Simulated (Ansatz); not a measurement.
**SiGeH+ (triplet): wave-function methods side by side, cc-pVDZ**

Aim: climb from Hartree-Fock through coupled cluster and multireference methods for SiGeH+ (triplet) at one geometry and basis, and see what each rung misses.

Method: cc-pVDZ, core rule «outside noble gas», up to 19 orbitals frozen; program: Ansatz 0.2.0, Gaussian basis.

Plan: UHF; CCSD(T) on ROHF; CCSD(T) on UHF; BCCD(T) on ROHF; CISD; CCSDT(Q) on ROHF; CCSDT(Q) on UHF; CCSDTQ on ROHF; CCSDTQ on UHF; CASSCF and MRCISD+Q, 8 electrons in 9 orbitals; CASSCF and MRCISD+Q(relaxed), 8 electrons in 9 orbitals; CASSCF and NEVPT2, 8 electrons in 9 orbitals.

3 further runs of the same task are left out: 3 set aside as unsound or not needed.

## 1. The system

The geometry is a PBE0/def2-TZVP stationary point (not a proven minimum) of the parent state, kept for this charge and spin. No spin-orbit coupling is included. The filled d shell of Ge may be among the frozen orbitals whatever the setting's name suggests; the logs give the count.

3 atoms, charge 1, spin multiplicity 3.

Atoms are counted from 1 here; the program's logs count them from 0.

Bond lengths: Si1–Ge2 2.393 Å, Si1–H3 1.522 Å. Angles: Ge2–Si1–H3 111.0°.

## 2. UHF

Input file in.yaml:

```yaml
crystal:
  periodic: [false, false, false]
  atoms:
    - {symbol: Si, position_ang: [0.000000, -0.103104, 1.700052]}
    - {symbol: Ge, position_ang: [0.000000, 0.022000, -0.689498]}
    - {symbol: H, position_ang: [0.000000, 1.287411, 2.319887]}
basis:
  gaussian: {orbitals: cc-pVDZ}
total_charge: 1
magnetization: {spin_polarized: true, initial_magnetization: 2}
hamiltonian: {xc: hf}
output: {orbitals: {seedname: orbitals}}
```

Run with:

```
> ansatz run in.yaml --threads 1 --pin off --events-out ev --progress --plain --max-ram 4096MiB --backend cpu
```

After this run come: CCSD(T) on ROHF; CCSD(T) on UHF; BCCD(T) on ROHF; CISD; CCSDT(Q) on ROHF; CCSDT(Q) on UHF; CCSDTQ on ROHF; CCSDTQ on UHF; CASSCF and MRCISD+Q, 8 electrons in 9 orbitals; CASSCF and MRCISD+Q(relaxed), 8 electrons in 9 orbitals; CASSCF and NEVPT2, 8 electrons in 9 orbitals.

**Question.** What will the summary of the whole plan be? Wanted: UCCSDTQ below the RHF energy; RMP2 from UCCSDTQ; UMP2 from UCCSDTQ; RCCSD from UCCSDTQ; RCCSD(T) from UCCSDTQ; UCCSD(T) from UCCSDTQ; RCCSDT(Q) from UCCSDTQ; UCCSDT(Q) from UCCSDTQ; NEVPT2 valence from UCCSDTQ.

**Answer**, as computed:

| quantity | value |
| --- | --- |
| UCCSDTQ below the RHF energy | -4.5717 eV |
| RMP2 from UCCSDTQ | +29.10 kcal/mol |
| UMP2 from UCCSDTQ | +29.36 kcal/mol |
| RCCSD from UCCSDTQ | +5.97 kcal/mol |
| RCCSD(T) from UCCSDTQ | +1.69 kcal/mol |
| UCCSD(T) from UCCSDTQ | +1.66 kcal/mol |
| RCCSDT(Q) from UCCSDTQ | +0.09 kcal/mol |
| UCCSDT(Q) from UCCSDTQ | 0.00 kcal/mol |
| NEVPT2 valence from UCCSDTQ | +14.92 kcal/mol |
| MRCISD+Q valence from UCCSDTQ | +0.05 kcal/mol |
| MRCISD+Q(relaxed) valence from UCCSDTQ | -0.59 kcal/mol |
| levels within 1 kcal/mol (43 meV) | RCCSDT, UCCSDT, RCCSDT(Q), UCCSDT(Q), RCCSDTQ, MRCISD+Q valence, MRCISD+Q(relaxed) valence |
| T1 diagnostic | 0.068 |
| effectively unpaired electrons | 2.08 |

RCCSD(T) lands +1.69 kcal/mol from the yardstick (1.6 % of the correlation energy). The occupations are near whole numbers, but T1 = 0.068 shows that the orbitals relax strongly. Of the multireference levels listed MRCISD+Q valence comes nearest in total energy (+0.05 kcal/mol), which doesn't show that its space is the better one. These misses are within one basis, not against nature; the frozen cores of restricted and unrestricted runs differ, which can shift their rows.
